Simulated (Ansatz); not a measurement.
## Ti3Se: single point with r2SCAN0 form with a typed share of exact exchange

Crystal: Ti3Se.

```xyz
4
Lattice="3.1974 0.0000 0.0000 -1.5987 2.7691 0.0000 0.0000 0.0000 7.9427" Properties=species:S:1:pos:R:3 pbc="T T T"
Se    0.0000    0.0000    0.0000
Ti    1.5987    0.9230    3.9714
Ti    0.0000    1.8460    6.1390
Ti    0.0000    1.8460    1.8038
```

The cell comes from a database or a generator and needn't be the stable form of this composition.

```yaml
Program: Ansatz 0.2.0
Task: single point
Functional: r2SCAN0 form with a typed share of exact exchange
Potentials_or_basis: Ansatz PAW
Cutoff: "500 eV (not typed: the program's choice for these potentials)"
k_mesh: 6 × 6 × 2
Occupations: fermi-dirac, width 0.05 eV
Spin: no spin polarisation
Share_of_exact_exchange: 0
```

```json
{"Pressure": "-0.7 GPa", "Largest force": "0.101 eV/Å", "Band gap on the k mesh": "none (metal or under the smearing width)"}
```

Forces in eV/Å, atoms in the order of the input:
```
Se   0.000  0.000  0.000
Ti   0.000  0.000  0.000
Ti   0.000  0.000  0.101
Ti   0.000  0.000 -0.101
```

Stress tensor (GPa, compression positive):
```
-0.30  0.00  0.00
 0.00 -0.30  0.00
 0.00  0.00 -1.45
```

Levels at points of the mesh, in eV from the Fermi level:
```csv
k point,band 23,band 24,band 25,band 26,band 27,band 28,band 29,band 30
"(0.00, 0.00, 0.00)",-1.51,-0.36,0.18,0.18,0.37,0.37,0.90,1.13
"(0.00, 0.00, -0.50)",-1.57,-0.76,0.46,0.46,0.55,0.64,0.64,1.11
"(0.00, -0.50, 0.00)",-1.87,-1.70,-0.88,-0.58,0.26,0.81,0.90,2.39
"(0.00, -0.50, -0.50)",-1.67,-1.64,-1.09,-0.95,0.60,0.91,1.09,1.28
```

It took 3.7 s on 2 threads of Arm Neoverse V2, with other jobs on the host, peak memory 0.45 GiB.

Caveat: the k mesh is coarse (spacing up to 0.40 Å⁻¹), so the values aren't converged, least of all with exact exchange; the PAW data sets come from PBE, with cores solved anew for the run's functional, which leaves a small shift of forces and pressure.
